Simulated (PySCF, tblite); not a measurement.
# C₃H₆F₂SSi: geometry, infrared bands and NMR shifts

Wanted: the infrared bands and NMR shifts of C₃H₆F₂SSi (`C=C([SiH3])SC(F)F`), by calculation.

The runs use tblite 0.8.0 and PySCF 2.14.0, with density-fitted response routines of our own; the level of theory stands in each step. All values are computed, except where a source is named. Atoms are numbered from 0 throughout.

## Step 1: The molecule as given

13 atoms, charge 0, multiplicity 1; geometry from: force field or distance geometry start.

Bonds of the start (Å): C0–C1 1.33, C1–Si2 1.87, C1–S3 1.75, S3–C4 1.82, C4–F5 1.35, C4–F6 1.35, C0–H7 1.09, C0–H8 1.09, Si2–H9 1.48, Si2–H10 1.50, Si2–H11 1.48, C4–H12 1.09.

## Step 2: Geometry optimisation with GFN2-xTB

What the job is given:

```
{"job": {"kind": "relax", "xc": "GFN2-xTB", "basis": "xTB"}, "charge": 0, "multiplicity": 1}
C     -1.201000     1.601500     0.108000
C     -0.572600     0.483900    -0.259100
Si    -1.212900    -1.228300     0.122600
S      0.913700     0.611200    -1.175400
C      2.141400    -0.006300     0.017400
F      2.011100    -1.344500     0.183900
F      1.978300     0.573800     1.223700
H     -0.815300     2.594300    -0.131900
H     -2.141300     1.582100     0.661400
H     -0.673800    -1.715400     1.412000
H     -2.706200    -1.178000     0.239900
H     -0.875400    -2.181000    -0.964100
H      3.149500     0.207300    -0.334700
```

Run with:

```sh
> OMP_NUM_THREADS=1 python probes_run.py task.json out
```

One launch serves the whole session: the jobs run in the order shown.

**Question.** This job is followed by: GFN2-xTB harmonic vibrations, gas phase; GIAO PBE0/pcSseg-1 NMR shielding, non-relativistic, gas phase. Predict these results of the whole session: strongest single infrared mode (GFN2-xTB); zero-point energy (GFN2-xTB); 13C shifts against TMS (PBE0/pcSseg-1); 1H shifts against TMS (PBE0/pcSseg-1, means over atoms taken as alike); 29Si shifts against TMS (PBE0/pcSseg-1); 33S shifts against CS2 (PBE0/pcSseg-1); 19F shifts against CFCl3 (PBE0/pcSseg-1, means over atoms taken as alike); surface potential, 1st and 99th percentile.

**Answer**, as computed:

| quantity | value |
| --- | --- |
| strongest single infrared mode (GFN2-xTB) | 801 cm⁻¹, 349 km/mol |
| zero-point energy (GFN2-xTB) | 48.9 kcal/mol |
| 13C shifts against TMS (PBE0/pcSseg-1) | 143.8, 142.3, 128.7 ppm |
| 1H shifts against TMS (PBE0/pcSseg-1, means over atoms taken as alike) | 7.02, 6.53, 6.35, 4.40 ppm |
| 29Si shifts against TMS (PBE0/pcSseg-1) | -62.3 ppm |
| 33S shifts against CS2 (PBE0/pcSseg-1) | 174 ppm |
| 19F shifts against CFCl3 (PBE0/pcSseg-1, means over atoms taken as alike) | -102.8 ppm |
| surface potential, 1st and 99th percentile | -0.68 V and 1.45 V |

Relaxing lowered the energy by 0.133 eV in 87 steps; the close pair that moved most is C1–S3, from 1.751 to 1.788 Å. All 33 modes are real, so the xTB geometry is a minimum. The strongest single mode, at 801 cm⁻¹, moves mainly H9 and H10. GFN2-xTB is a fitted tight-binding method: band positions and strengths are rough. Its intensities can rank the bands wrongly. C1 (fully substituted alkene carbon) lies farthest downfield among carbon, at 143.8 ppm; as expected for a trigonal carbon in a double bond. The most deshielded hydrogen is H12 (hydrogen on an sp3 CH bonded to 2 F and S), at 7.02 ppm: its carbon carries F, which withdraws density. At PBE0/pcSseg-1: Shielding is most anisotropic at S3 (span 394 ppm, paramagnetic term -727 ppm). At PBE0/pcSseg-1, counted by nearest atom on the grid, the HOMO lies on S3 58 %; C0 17 %, the LUMO on C0, C1 about 30 % each; H7, H8 about 8 % each.
